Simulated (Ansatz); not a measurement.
**AlB3P4: the band gap up the ladder of functionals**

An exercise on one series of results from a longer session: the logs are not shown, and one member is left open.

Program: Ansatz 0.2.0. PAW datasets, plane waves. These are computed values for a spin-unpolarised cell that may be hypothetical; none is a measurement.

## Starting point

The cell was relaxed beforehand with r2SCAN.

Space group Cm (No. 8), monoclinic; a = 11.236 Å, b = 3.349 Å, c = 5.926 Å, β = 99.4° in the conventional setting, 13.75 Å³ an atom. Around B lie 4 P at 1.98–2.09 Å; around B lie 4 P at 1.97–2.07 Å; around B lie 4 P at 1.94–2.02 Å; around Al lie 4 P at 2.24–2.30 Å; around P lie 3 B at 2.04–2.07 Å and 1 Al at 2.30 Å.

The structure in full:

```
B Al P
1.0
     5.61772   -1.67472    0.02391
     5.61772    1.67472    0.02391
    -0.99682    0.00000    5.84156
B Al P
3 1 4
Direct
  0.99352 0.99352 0.98722
  0.50453 0.50453 0.51056
  0.25167 0.25167 0.74944
  0.74796 0.74796 0.24926
  0.54037 0.54037 0.17856
  0.06944 0.06944 0.68820
  0.81534 0.81534 0.90934
  0.32716 0.32716 0.47741
```

The first run:

input.yaml

```yaml
crystal:
  lattice:
    - [5.6177239169, -1.6747239933, 0.023912358]
    - [5.6177239169, 1.6747239933, 0.023912358]
    - [-0.9968173636, 0.0, 5.8415607603]
  atoms:
    - { symbol: B, position: [-0.0064765152, -0.0064765152, -0.0127755319] }
    - { symbol: B, position: [0.5045348121, 0.5045348121, 0.5105630268] }
    - { symbol: B, position: [0.2516718399, 0.2516718399, 0.749438378] }
    - { symbol: Al, position: [0.7479556715, 0.7479556715, 0.2492590161] }
    - { symbol: P, position: [0.5403724538, 0.5403724538, 0.1785639706] }
    - { symbol: P, position: [0.0694390267, 0.0694390267, 0.6881958544] }
    - { symbol: P, position: [0.8153413111, 0.8153413111, 0.9093441797] }
    - { symbol: P, position: [0.3271614, 0.3271614, 0.4774111064] }
kpoints:
  mp_grid: { grid: [8, 8, 4] }
  band_path:
    path:
      - [[0.0, 0.0, 0.0], [-0.272831820664, 0.272831820664, -5.422000107449e-18]]
      - [[0.272831820664, 0.727168179336, 1.520225118105e-17], [0.5, 0.5, 3.28719994114e-17], [0.0, 0.0, 0.0], [0.5, 0.5, -0.5], [0.2657319155689, 0.7342680844311, -0.5]]
      - [[-0.2657319155689, 0.2657319155689, -0.5], [8.537967497424e-20, 8.537967497424e-20, -0.5], [0.0, 0.0, 0.0]]
      - [[1.685995832583e-18, 0.5, -0.5], [0.0, 0.0, 0.0], [1.604461348997e-17, 0.5, 7.601125590525e-18]]
    npoints: 10
hamiltonian:
  xc: pbe
scf:
  occupations: { method: fermi_dirac, width: 0.02 }
  n_extra_bands: 6
output:
  forces: true
  stress: true
  eigenvalues: true
  write_density: true
  write_potential: true
  elf: true
  volumetric_format: npy
```

Run with:

```console
$ ansatz run input.yaml --threads 4 --pin off --max-ram 6451MiB --backend cpu --events-out ev --progress --plain --runs-dir out
```

Among the steps run: Band structure with PBE; r2SCAN; HSE06 at the same geometry; Single point with PBE0.

One table of the session follows, with a row left open; its other results are not shown here.

| level | gap (eV) |
| --- | --- |
| PBE | 0.53 |
| r2SCAN | 0.72 |
| HSE06 | ? |
| PBE0 | 1.90 |

**Question.** Estimate the row for HSE06.

**Answer.** gap (eV): 1.21. In the column «gap (eV)» it lies between r2SCAN (0.72) and PBE0 (1.90).

Meshes: PBE 8×8×4, r2SCAN 8×8×4, HSE06 4×4×4, PBE0 4×4×4

What this shows: The gap runs from 0.53 eV (PBE) to 1.90 eV (PBE0). PBE reaches 44 % of the HSE06 value, and r2SCAN 60 %. PBE0 lies 0.69 eV above HSE06, which differs from it by screening the long-range exchange.

Limits of these values: Warnings in the runs' records: stress scf threshold loose, stress exchange threshold loose.
